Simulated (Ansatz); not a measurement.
Crystal: Ta3AsAu2O13.

```
Ta As Au O
1.0
     5.72385   -0.00745   -0.00403
     1.30279    6.25499    0.00561
     0.27574    1.30074    8.36754
Ta As Au O
3 1 2 13
Cartesian
  1.8016 2.6675 4.8901
  0.6106 1.9943 8.3559
  4.2828 4.5395 4.2252
  4.7578 6.6860 6.9518
  3.4916 0.8150 1.5556
  1.4492 5.7148 3.7432
  4.8936 5.2811 5.9496
  3.3221 1.7411 5.8246
  6.2809 6.7422 7.6940
  3.3672 6.6706 7.9235
  4.5687 1.8638 0.2577
  1.7240 1.5064 0.9269
  0.9962 1.2256 4.1088
  3.3758 2.9946 3.6400
  0.9058 2.6910 6.5776
  6.1615 3.9169 3.8186
  4.0664 5.7780 2.9290
  2.4385 4.7506 5.2300
  6.5613 6.2408 1.8957
```

The cell was built by a generator and needn't be a form met in nature.

* Program: Ansatz 0.2.0
* Task: relaxation of cell and atoms
* Functional: PBE
* Dispersion: D4
* Potentials or basis: Ansatz PAW
* Cutoff: 420 eV (not typed: the program's choice for these potentials)
* k mesh: 4 × 3 × 3
* Occupations: fermi-dirac, width 0.05 eV
* Spin: no spin polarisation

At the start: volume 15.77 Å³/atom.

Question: How do energy, volume and symmetry change on relaxing?

Answer: It ends after 12 steps and the volume is 15.25 Å³/atom (-3.3 %); space group P1 (No. 1, to 0.05 Å).

Step by step:
```csv
step,energy change (eV),largest force (eV/Å),volume (Å³)
1,0.0000,0.0389,299.62
2,-0.0692,0.2314,289.92
3,-0.0718,0.0838,291.46
4,-0.0732,0.0556,291.40
5,-0.0762,0.0223,290.84
6,-0.0763,0.0118,290.82
7,-0.0764,0.0144,290.79
8,-0.0765,0.0080,290.78
9,-0.0517,0.0082,290.78
10,-0.0574,0.0214,289.27
11,-0.0559,0.0080,289.79
12,-0.0525,0.0080,289.79
```

Final structure:
```cif
data_structure
_symmetry_space_group_name_H-M 'P 1'
_symmetry_Int_Tables_number 1
_cell_length_a 5.6890
_cell_length_b 6.3187
_cell_length_c 8.3498
_cell_angle_alpha 81.708
_cell_angle_beta 87.785
_cell_angle_gamma 77.343
_cell_volume 289.79
loop_
_atom_site_label
_atom_site_type_symbol
_atom_site_fract_x
_atom_site_fract_y
_atom_site_fract_z
_atom_site_occupancy
Ta1 Ta 0.21984 0.30447 0.58459 1
Ta2 Ta 0.02910 0.11675 0.00104 1
Ta3 Ta 0.58493 0.61746 0.50155 1
As1 As 0.59239 0.89288 0.83186 1
Au1 Au 0.57320 0.09756 0.18779 1
Au2 Au 0.04242 0.82041 0.44631 1
O1 O 0.66696 0.68619 0.71243 1
O2 O 0.52142 0.12960 0.69481 1
O3 O 0.85878 0.88550 0.91813 1
O4 O 0.34787 0.87173 0.95033 1
O5 O 0.72024 0.30139 0.03245 1
O6 O 0.23633 0.22913 0.11608 1
O7 O 0.12712 0.09265 0.49128 1
O8 O 0.48611 0.38174 0.43110 1
O9 O 0.05804 0.27156 0.78707 1
O10 O 0.93802 0.52993 0.45004 1
O11 O 0.49774 0.84980 0.34681 1
O12 O 0.25208 0.63038 0.62549 1
O13 O 0.91596 0.95374 0.22586 1
```

Caveat: the plane-wave basis is chosen anew once the cell has moved, so the energies of steps on either side of that aren't comparable; the pressure holds a Pulay correction of +0.6 GPa for the finite cutoff.
